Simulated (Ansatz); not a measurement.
**CH₅GaS: a ladder of functionals and wavefunction methods**

One table from this session's results is given with a row withheld; the runs are named, their logs left out.

Method: functionals in def2-TZVPP, the program's frozen cores in correlated methods; program: Ansatz 0.2.0, Gaussian basis.

Levels to be run: LDA (SPW92), PBE-D4, revPBE-D4, BLYP-D4, r2SCAN-D4, B97M-V, PBE0-D4, B3LYP-D4, r2SCANh-D4, r2SCAN0-D4, HSE06-D4, BHLYP-D4, CAM-B3LYP-D4, LC-ωPBE, ωB97X-V, ωB97M-V, B2PLYP, PBE-QIDH; CCSD(T)/def2-SVP; CCSD(T)/def2-TZVPP; MP2/def2-QZVPP; extrapolation to the limit; RPA on PBE.

## Structure used throughout

The geometry comes from an earlier relaxation with PBE0-D4 in a triple-zeta def2 set; it is a stationary point, not always the lowest conformer.

SMILES `S[CH2][GaH2]`, 8 atoms, charge 0, spin multiplicity 1.

Atoms are counted from 1 here; the program's logs count them from 0.

Bond lengths: S1–C2 1.841 Å, S1–H4 1.343 Å, C2–Ga3 1.974 Å, C2–H5 1.088 Å, C2–H6 1.086 Å, Ga3–H7 1.566 Å, Ga3–H8 1.562 Å. Angles: C2–S1–H4 97.2°, S1–C2–Ga3 86.7°, S1–C2–H5 105.6°, S1–C2–H6 110.7°, Ga3–C2–H5 115.8°, Ga3–C2–H6 123.6°, H5–C2–H6 110.3°, C2–Ga3–H7 117.0°, C2–Ga3–H8 117.8°, H7–Ga3–H8 125.0°.

The first run:

File in.yaml:

```yaml
crystal:
  periodic: [false, false, false]
  atoms:
    - {symbol: S, position_ang: [-1.384926, 0.593091, 0.562013]}
    - {symbol: C, position_ang: [0.379277, 0.868400, 0.111825]}
    - {symbol: Ga, position_ang: [0.523683, -1.093262, -0.053031]}
    - {symbol: H, position_ang: [-1.850265, 0.404559, -0.683861]}
    - {symbol: H, position_ang: [0.841960, 1.304964, 0.995067]}
    - {symbol: H, position_ang: [0.458149, 1.549743, -0.730403]}
    - {symbol: H, position_ang: [0.085142, -1.725840, -1.416669]}
    - {symbol: H, position_ang: [0.946990, -1.901646, 1.215059]}
basis:
  gaussian: {orbitals: def2-TZVPP}
hamiltonian: {xc: lda}
output: {orbitals: {seedname: orbitals}}
```

Started as:

```sh
ansatz run in.yaml --threads 2 --pin off --events-out ev --progress --plain --max-ram 4352MiB
```

Among the steps run: LDA; PBE-D4 (GGA); revPBE-D4 (GGA); BLYP-D4 (GGA); r2SCAN-D4 (meta-GGA); B97M-V (meta-GGA); PBE0-D4 (hybrid); B3LYP-D4 (hybrid); r2SCANh-D4 (hybrid); r2SCAN0-D4 (hybrid); HSE06-D4 (hybrid); BHLYP-D4 (hybrid); CAM-B3LYP-D4 (range-separated); LC-ωPBE (range-separated); ωB97X-V (range-separated); ωB97M-V (range-separated); B2PLYP (double hybrid); PBE-QIDH (double hybrid).

One table of the session follows, with a row left open; its other results are not shown here.

| functional | HOMO (eV) | gap (eV) |
| --- | --- | --- |
| LDA (SPW92) | ? | ? |
| PBE-D4 | -5.82 | 4.38 |
| revPBE-D4 | -5.76 | 4.43 |
| BLYP-D4 | -5.68 | 4.31 |
| r2SCAN-D4 | -6.04 | 4.88 |
| B97M-V | -6.11 | 4.77 |
| PBE0-D4 | -6.93 | 6.24 |
| B3LYP-D4 | -6.72 | 5.79 |
| r2SCANh-D4 | -6.45 | 5.56 |
| r2SCAN0-D4 | -7.07 | 6.56 |
| HSE06-D4 | -6.53 | 5.48 |
| BHLYP-D4 | -7.92 | 7.97 |
| CAM-B3LYP-D4 | -8.21 | 8.40 |
| LC-ωPBE | -9.53 | 10.84 |
| ωB97X-V | -9.19 | 10.38 |
| ωB97M-V | -9.05 | 10.01 |

**Question.** Estimate the row for LDA (SPW92).

**Answer.** HOMO (eV): -5.97; gap (eV): 4.28. In the column «HOMO (eV)» it lies between r2SCAN-D4 (-6.04) and PBE-D4 (-5.82).
